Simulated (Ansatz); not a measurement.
Predict the output of the script below (the Ansatz DFT code, driven from Python).

Contents of `bazro3.extxyz`:
```text
5
Lattice="4.19134 0.0 0.0 0.0 4.19134 0.0 0.0 0.0 4.19134" Properties=species:S:1:pos:R:3 pbc="T T T"
Ba    0.00000000    0.00000000    0.00000000
Zr    2.09567000    2.09567000    2.09567000
O     0.00000000    2.09567000    2.09567000
O     2.09567000    0.00000000    2.09567000
O     2.09567000    2.09567000    0.00000000
```

`mass_bazro3.py`:
```python
"""Band curvature masses of BaZrO3."""

import warnings

import ansatz as az
import numpy as np


def main() -> None:
    warnings.simplefilter("ignore", az.DeckWarning)

    system = az.Crystal.from_extxyz("bazro3.extxyz")

    model = (
        system.calculation()
        .basis(17 * az.Ha)
        .functional("PBE")
        .scf(tolerance=1e-09)
        .kpoints(6, 6, 6, center="gamma")
        .occupations("fixed")
    )
    # find the band extrema among the mesh points first
    out = model.band_table().run(threads=1)
    r = out.report
    levels = np.array(r["eigenvalues_ev"])
    filled = round(r["n_electrons"] / 2)
    edges = {"top filled band": (filled - 1, levels[:, filled - 1].argmax()), "lowest empty band": (filled, levels[:, filled].argmin())}
    gap = levels[:, filled].min() - levels[:, filled - 1].max()
    print(f"gap on the mesh {gap:.3f} eV")
    if gap <= 0.05:
        print("no gap: band-edge masses have no meaning here")
        edges = {}
    reciprocal = 2 * np.pi * np.linalg.inv(out.lattice.cell_ang).T
    step = 0.006  # 1/A

    # second differences give the curvature tensor; masses are hbar^2/m_e = 7.61996 eV A^2 over its eigenvalues
    pairs = [(0, 1), (0, 2), (1, 2)]
    moves = [sign * axis for axis in np.eye(3) for sign in (-1, 1)]
    moves += [s1 * np.eye(3)[i] + s2 * np.eye(3)[j] for i, j in pairs for s1 in (1, -1) for s2 in (1, -1)]
    for name, (band, index) in edges.items():
        together = int(np.sum(np.abs(levels[index] - levels[index, band]) < 2e-3))
        print(name, "at k =", np.round(r["kpoints_frac"][index], 4), f"E = {levels[index, band]:.4f} eV, degeneracy {together}")
        centre = np.array(r["kpoints_frac"][index]) @ reciprocal
        points = [centre] + [centre + step * move for move in moves]
        table = model.band_structure(points, intervals=1, cartesian=True).run(threads=1).band_structure().channels[0].eigenvalues_ev
        if together > 1:
            level = np.flatnonzero(np.abs(levels[index] - levels[index, band]) < 2e-3)
            along = (table[1, level] + table[2, level] - 2 * table[0, level]) / step ** 2
            print("  degenerate level, no single mass tensor; masses of its branches along x:", np.round(7.61996 / along, 3), "m_e")
            continue
        e = table[:, band]
        hessian = np.diag((e[1:7:2] + e[2:7:2] - 2 * e[0]) / step ** 2)
        for (i, j), (pp, pm, mp, mm) in zip(pairs, e[7:].reshape(3, 4)):
            hessian[i, j] = hessian[j, i] = (pp - pm - mp + mm) / (4 * step ** 2)
        curvatures, axes = np.linalg.eigh(hessian)
        slope = (e[2:7:2] - e[1:7:2]) / (2 * step)
        print("  slope (eV A):", np.round(slope, 3) + 0.0, "" if np.abs(slope).max() < 0.05 else "- no extremum here, so these are local curvatures and no band-edge masses")
        for curvature, axis in zip(curvatures, axes.T):
            print(f"  principal mass {7.61996 / curvature:8.3f} m_e along", np.round(axis, 2) + 0.0)


if __name__ == "__main__":
    main()
```

```console
$ python mass_bazro3.py
gap on the mesh 3.240 eV
top filled band at k = [-0.5 -0.5 -0.5] E = 9.8304 eV, degeneracy 3
  degenerate level, no single mass tensor; masses of its branches along x: [ -0.851  -0.851 -17.967] m_e
lowest empty band at k = [0. 0. 0.] E = 13.0705 eV, degeneracy 3
  degenerate level, no single mass tensor; masses of its branches along x: [2.722 0.349 0.349] m_e
```

What to keep in mind:
- Total energies depend on the potentials; only differences at equal settings carry meaning. A total without «per atom» is that of the cell as typed.
- The run is spin-unpolarised.
- Semilocal gaps usually lie well under measured ones.
- The computed bands are complete only to about 4.8 eV above the Fermi level.
- The structure is a deposited one; some such entries were measured under pressure or heat, so a shift against it needn't be the functional's error alone.
- Levels are Kohn-Sham eigenvalues on this mesh, without spin-orbit coupling.
- The masses are finite-difference curvatures at extrema found on a coarse mesh, which needn't be the true band edges; a step that is long against the gap makes them too heavy. Negative values are curvatures of valence bands (the hole mass is their size). Spin-orbit coupling is left out, and light masses scale with the Kohn-Sham gap.
- The whole script took 9.1 s on 1 thread of Intel(R) Xeon(R) Processor @ 2.30GHz (shared host), peak memory 0.56 GiB.
